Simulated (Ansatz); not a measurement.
# CH8ClNOSi2: up Jacob's ladder to CCSD(T)

One table from this session's results is given with a row withheld; the runs are named, their logs left out.

The runs use Ansatz 0.2.0, Gaussian basis; functionals in def2-TZVPP, the program's frozen cores in correlated methods.

Plan: PBE-D4, r2SCAN-D4, PBE0-D4, B3LYP-D4, ωB97X-V, ωB97M-V, B2PLYP; CCSD(T)/def2-TZVPP; MP2/def2-QZVPP; extrapolation to the limit.

## The relaxed structure

An earlier PBE0-D4 in a triple-zeta def2 set relaxation fixed the geometry.

SMILES `CN([SiH2]O)[SiH2]Cl`, 14 atoms, charge 0, spin multiplicity 1.

Atoms are counted from 1 here; the program's logs count them from 0.

Bond lengths: C1–N2 1.463 Å, C1–H7 1.095 Å, C1–H8 1.094 Å, C1–H9 1.092 Å, N2–Si3 1.735 Å, N2–Si5 1.707 Å, Si3–O4 1.640 Å, Si3–H10 1.481 Å, Si3–H11 1.489 Å, O4–H12 0.960 Å, Si5–Cl6 2.079 Å, Si5–H13 1.480 Å, Si5–H14 1.476 Å. Angles: N2–C1–H7 111.8°, N2–C1–H8 111.2°, N2–C1–H9 110.6°, H7–C1–H8 108.0°, H7–C1–H9 107.9°, H8–C1–H9 107.1°, C1–N2–Si3 117.5°, C1–N2–Si5 120.4°, Si3–N2–Si5 121.1°, N2–Si3–O4 109.2°, N2–Si3–H10 112.7°, N2–Si3–H11 106.7°, O4–Si3–H10 105.1°, O4–Si3–H11 113.5°, H10–Si3–H11 109.8°, Si3–O4–H12 117.8°, N2–Si5–Cl6 112.2°, N2–Si5–H13 108.6° and more.

The first run:

Contents of in.yaml:

```yaml
crystal:
  periodic: [false, false, false]
  atoms:
    - {symbol: C, position_ang: [0.497578, -1.095429, -1.276414]}
    - {symbol: N, position_ang: [-0.010536, -0.056798, -0.380253]}
    - {symbol: Si, position_ang: [-1.334648, -0.473650, 0.659801]}
    - {symbol: O, position_ang: [-1.325938, 0.517372, 1.966693]}
    - {symbol: Si, position_ang: [0.852980, 1.400790, -0.168866]}
    - {symbol: Cl, position_ang: [2.113656, 1.332958, 1.483247]}
    - {symbol: H, position_ang: [0.866997, -1.965077, -0.723468]}
    - {symbol: H, position_ang: [-0.280091, -1.437714, -1.966012]}
    - {symbol: H, position_ang: [1.319333, -0.709701, -1.883589]}
    - {symbol: H, position_ang: [-2.653685, -0.259074, 0.020741]}
    - {symbol: H, position_ang: [-1.171011, -1.912963, 1.006203]}
    - {symbol: H, position_ang: [-0.546188, 0.513980, 2.526903]}
    - {symbol: H, position_ang: [1.726431, 1.607783, -1.345920]}
    - {symbol: H, position_ang: [-0.054889, 2.537535, 0.080933]}
basis:
  gaussian: {orbitals: def2-TZVPP}
hamiltonian: {xc: pbe, dispersion: d4}
output: {forces: true, orbitals: {seedname: orbitals}}
```

Launch:

```
$ ansatz run in.yaml --threads 2 --pin off --events-out ev --progress --plain --max-ram 32768MiB --backend cuda --devices 0, --max-vram 18GiB
```

Among the steps run: PBE-D4 (GGA); r2SCAN-D4 (meta-GGA); PBE0-D4 (hybrid); B3LYP-D4 (hybrid); ωB97X-V (range-separated); ωB97M-V (range-separated); B2PLYP (double hybrid); CCSD(T) in def2-TZVPP; MP2 in def2-QZVPP.

One of the session's tables, all rows but one given; the rest of the session is left out.

```
            method  atomisation energy (kcal/mol)
            PBE-D4                         1194.7
         r2SCAN-D4                         1186.3
           PBE0-D4                         1179.7
          B3LYP-D4                         1186.1
           ωB97X-V                              ?
           ωB97M-V                         1193.2
            B2PLYP                         1172.0
     HF/def2-TZVPP                          866.3
    MP2/def2-TZVPP                         1172.4
   CCSD/def2-TZVPP                         1139.8
CCSD(T)/def2-TZVPP                         1155.8
           MP2/CBS                         1207.8
       CCSD(T)/CBS                         1191.3
```

Estimate the missing values for ωB97X-V.

As computed: atomisation energy (kcal/mol): 1194.8. In the column «atomisation energy (kcal/mol)» it lies between PBE-D4 (1194.7) and MP2/CBS (1207.8).

Caveats from the session: Free atoms (1 C, 1 N, 2 Si, 1 O, 1 Cl, 8 H) were run apart at each level; the atomisation energy is their sum less the molecule, without zero-point or spin-orbit terms.
